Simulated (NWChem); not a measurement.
# InHCl (SMILES [Cl][InH]) at UCAM-B3LYP/def2-SVP (density fitting, core potential)

Aim: the vertical ionisation energy of InHCl at UCAM-B3LYP/def2-SVP (density fitting, core potential), from 2 runs. 

The results are computed with NWChem 7.3.0.

7 further runs of the same task are left out: 7 set aside as unsound or not needed.

### Step 1. The system as given

InHCl has 3 atoms, charge 0, and is taken as a doublet. SMILES: `[Cl][InH]`. The shape is that of a PBE0-D4/def2-TZVP optimisation.

Bond lengths: Cl1–In2 2.365 Å, In2–H3 1.773 Å. Angles: Cl1–In2–H3 115.3°.

### Step 2. A single-point energy at UCAM-B3LYP/def2-SVP (density fitting, core potential)

mol.xyz reads:

```xyz
3
ClHIn
Cl    -1.649800     0.396800    -0.867400
In     0.409500     0.542400     0.286100
H      1.229400    -1.003900     0.568100
```

mol.nw reads:

```
start mol
title "ClHIn"
memory stack 880 mb heap 220 mb global 1100 mb
geometry units angstroms noautosym nocenter noautoz
   load format xyz mol.xyz
end
basis "ao basis" spherical bse
   * library def2-SVP
end
ecp bse
   In library def2-SVP
end
basis "cd basis" spherical
   * library "dgauss a1 dft coulomb fitting"
end
dft
   xc xcamb88 1.00 lyp 0.81 vwn_5 0.19 hfexch 1.00
   cam 0.33 cam_alpha 0.19 cam_beta 0.46
   mult 2
   grid fine
   convergence energy 1e-08
   direct
   iterations 100
   mulliken
   print low
end
task dft
```

Launch:

```
$ nwchem mol.nw > mol.out
```

The program printed:

```text
[...]
 d= 0,ls=0.0,diis     1   -650.9036735686 -7.40D+02  1.11D-02  4.64D-02     0.6
[...]
 d= 0,ls=0.0,diis    11   -650.9402667757 -5.40D-10  7.82D-07  6.13D-11     5.1
[...]
         Total DFT energy =     -650.940266775741
      One electron energy =    -1148.339738996002
           Coulomb energy =      454.048286054243
    Exchange-Corr. energy =      -45.366421424318
 Nuclear repulsion energy =       88.717607590336
[...]
      Total Density - Mulliken Population Analysis
     ---------------------------------------------
    Atom       Charge   Shell Charges
 -----------   ------   -------------------------------------------------------
    1 Cl  17    17.34   2.00  1.99  1.24  0.72  5.93  2.17  3.28  0.01
    2 In  21    20.58  -0.60  2.60  1.03  0.43  2.76  3.24  0.76  0.27  9.66  0.42
    3 H    1     1.08   0.65  0.42  0.01
[...]
      <S2> =      0.7576 (Exact =     0.7500)
[...]
```

Run time: 5.7 s. Hardware: 1 thread of AMD EPYC 9R45 (Zen 5), shared host; peak memory 0.12 GiB.

### Step 3. The singlet cation, same level

clhin.nw reads:

```
start clhin
memory total 2200 mb
charge 1

geometry units angstroms noautosym nocenter noautoz
Cl    -1.649800     0.396800    -0.867400
In     0.409500     0.542400     0.286100
H      1.229400    -1.003900     0.568100
end

basis spherical bse
* library def2-SVP
end

ecp bse
In library def2-SVP
end

basis "cd basis" spherical
* library "dgauss a1 dft coulomb fitting"
end

dft
xc xcamb88 1.00 lyp 0.81 vwn_5 0.19 hfexch 1.00
cam 0.33 cam_alpha 0.19 cam_beta 0.46
grid fine
convergence energy 1e-08
direct
iterations 100
mulliken
print low
end

task dft
```

Launch:

```
$ nwchem clhin.nw > clhin.out
```

The program printed:

```text
[...]
 d= 0,ls=0.0,diis     1   -650.4340814529 -7.39D+02  4.84D-02  1.48D+00     0.5
[...]
 d= 0,ls=0.0,diis    11   -650.6260006733 -4.07D-09  1.95D-06  1.71D-09     3.9
         Total DFT energy =     -650.626000673315
      One electron energy =    -1138.339363926133
           Coulomb energy =      444.053816925450
    Exchange-Corr. energy =      -45.058061262968
 Nuclear repulsion energy =       88.717607590336
[...]
      Total Density - Mulliken Population Analysis
     ---------------------------------------------
    Atom       Charge   Shell Charges
 -----------   ------   -------------------------------------------------------
    1 Cl  17    17.09   2.00  1.99  1.29  0.68  5.93  2.15  3.04  0.01
    2 In  21    20.04  -0.60  2.60  1.03  0.18  2.75  3.25  0.64  0.12  9.68  0.40
    3 H    1     0.87   0.58  0.28  0.01
[...]
```

Wall time 4.5 s (1 thread of AMD EPYC 9R45 (Zen 5), shared host); peak memory 0.12 GiB.

### Step 4. Summary of results

At UCAM-B3LYP/def2-SVP (density fitting, core potential):

| quantity | value |
| --- | --- |
| doublet InHCl: total energy | -650.94027 Eh |
| doublet InHCl: ⟨S²⟩ | 0.758 |
| singlet cation: total energy | -650.62600 Eh |
| vertical ionisation energy (to the singlet cation) | 8.552 eV |

In words: The vertical ionisation energy comes to 8.55 eV (197 kcal/mol). Only the singlet of the ionised species was computed; a triplet could lie lower. Mulliken charges (doublet InHCl) run from -0.34 on Cl1 to +0.42 on In2.
